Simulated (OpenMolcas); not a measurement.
# Pd³⁺ among point charges: CASSCF and CASPT2 levels and susceptibility

How does a field of 6 point charges split the states of Pd³⁺, and what χT follows?

Program: OpenMolcas 26.06. Level of theory: state-averaged CASSCF and CASPT2, spin-orbit coupling by RASSI with atomic mean-field integrals. These are calculated values, not measurements, unless marked.

## Step 1: The system

```
Species                           : Pd³⁺ (palladium, Z = 46, 43 electrons)
Basis                             : ANO-RCC-VDZP [6s5p3d1f], 43 functions
Scalar Hamiltonian                : DKH2, point nucleus
Inactive shells                   : 1s 2s 2p 3s 3p 3d 4s 4p
Active space                      : 7 electrons in 5 orbitals (4d)
Some configurations of this space : 4d⁷
Orbitals                          : optimised for each spin and parity, averaged over all roots
```

The outer shells:

4d7
```
4d [↑↓][↑↓][↑ ][↑ ][↑ ]
```

The ion sits among 6 point charges of -0.85 e arranged as an octahedron (Oh), 2.1 Å from the ion.

Each step is its own input file, run in one work folder so that later steps find the files of earlier ones. Labels, J, g values, rates, χT and fits are worked out afterwards by a script from the matrices that RASSI stores. The input lists half of the charges; inversion (Group=XYZ) makes the rest.

## Step 2: Basis and integrals

File a.inp:

```
&GATEWAY
Coord
1

Pd 0.0 0.0 0.0
Basis=ANO-RCC-VDZP
Group=XYZ
NoMove
AngMom=0.0 0.0 0.0
AMFI
XField
3 Angstrom 0
2.100000 0.000000 0.000000 -0.850000
0.000000 2.100000 0.000000 -0.850000
0.000000 0.000000 2.100000 -0.850000
&SEWARD
```

Launch:

```
> OMP_NUM_THREADS=1 MOLCAS_MEM=1689 MOLCAS_PROJECT=a pymolcas a.inp > a.log
```

## Step 3: CASSCF: quartets of even parity, 10 roots

File a.inp:

```
&RASSCF
FileOrb=start.orb
Symmetry=1
Spin=4
nActEl=7 0 0
Inactive=9 9
Ras2=5 0
CIRoot=10 10 1
SDav=10
CIMx=300
Iter=120 100
PrWF=0.3
OrbListing=Nothing
MaxOrb=0
>>> COPY $Project.JobIph JOB001
```

start.orb holds the contracted functions of the basis, ordered by shell, or the orbitals of the step before.

## Step 4: CASSCF: doublets of even parity, 40 roots

File a.inp:

```
&RASSCF
FileOrb=start.orb
Symmetry=1
Spin=2
nActEl=7 0 0
Inactive=9 9
Ras2=5 0
CIRoot=40 40 1
SDav=40
CIMx=300
Iter=120 100
PrWF=0.3
OrbListing=Nothing
MaxOrb=0
>>> COPY $Project.JobIph JOB002
```

## Step 5: RASSI: spin-orbit coupling between the states

File a.inp:

```
&RASSI
NrOfJobIphs=2 10 40
1 2 3 4 5 6 7 8 9 10
1 2 3 4 5 6 7 8 9 10 11 12 13 14 15 16 17 18 19 20 21 22 23 24 25 26 27
28 29 30 31 32 33 34 35 36 37 38 39 40
IphNames
JOB001
JOB002
EJob
SpinOrbit
DIPRint=1.0
SOCoupling=1000.0
Subsets=2
Property=9
'ANGMOM' 1 'ANGMOM' 2 'ANGMOM' 3 'MLTPL  1' 1 'MLTPL  1' 2 'MLTPL  1' 3
'AMFI' 1 'AMFI' 2 'AMFI' 3
SOProperty=3
'ANGMOM' 1 'ANGMOM' 2 'ANGMOM' 3
```

## Step 6: CASPT2: IPEA 0.25, imaginary shift 0.1 (closed shells correlated: 4s 4p)

File a.inp:

```
>>> COPY JOB001 $Project.JobIph
&CASPT2
Multistate=10 1 2 3 4 5 6 7 8 9 10
NoMult
Frozen=8 6
IPEA=0.25
Imaginary=0.1
MaxIter=60
WThr=0.0 0.3 0.05
PrWF=0.5
NoMix
>>> COPY JOB002 $Project.JobIph
&CASPT2
Multistate=40 1 2 3 4 5 6 7 8 9 10 11 12 13 14 15 16 17 18 19 20 21 22
23 24 25 26 27 28 29 30 31 32 33 34 35 36 37 38 39 40
NoMult
Frozen=8 6
IPEA=0.25
Imaginary=0.1
MaxIter=60
WThr=0.0 0.3 0.05
PrWF=0.5
NoMix
```

(Steps that only read results are left out.)

Before running it: what results should come out? Wanted: spin-free ground state; first state of the same spin within the active space; lowest level; next level.

As calculated:

```
                                            quantity                                                                        value
                                              method  SS-CASPT2, IPEA 0.25, imaginary shift 0.1 (closed shells correlated: 4s 4p)
                              spin-free ground state                                              4T1, 3-fold in its orbital part
first state of the same spin within the active space                                                             4T2 at 1980 cm⁻¹
                                        lowest level                                              2-fold Γ6, g = 4.98, 4.98, 4.98
                                          next level                                                                   503.2 cm⁻¹
                                         χT at 300 K                                                               4.34 cm³ K/mol
                           effective moment at 300 K                                                                      5.89 μB
```

Cost by method:

```tsv
method	time of its own steps	time with the reference
A. CASSCF	11 s	11 s
B. SS-CASPT2, IPEA 0.25, imaginary shift 0.1, +4s 4p	3.5 s	14 s
```

Times are of one thread on a shared host.

The spin-free ground state (4T1) comes to 100 % from free-ion F terms and keeps the highest spin of the shell. χT at 300 K is 4.34, against 1.88 cm³ K/mol for the spin alone, so orbital moment adds to it. An active space of the d shell alone favours high spin; real ions in strong fields can be low spin. A ligand-field fit to the states below 45000 cm-1 gives 10Dq = 2695 cm-1, B = 858 cm-1 and C = 3698 cm-1 (C/B = 4.31), with a deviation of 400 cm-1. CASPT2 does not keep the components of a term degenerate, and the means are used. The field of point charges can differ much from that of real complexes. With metal d orbitals alone active, the gaps between spin states are rough; where two lie within a few thousand cm-1, their order is open. This is an electrostatic model: the charges have no orbitals.
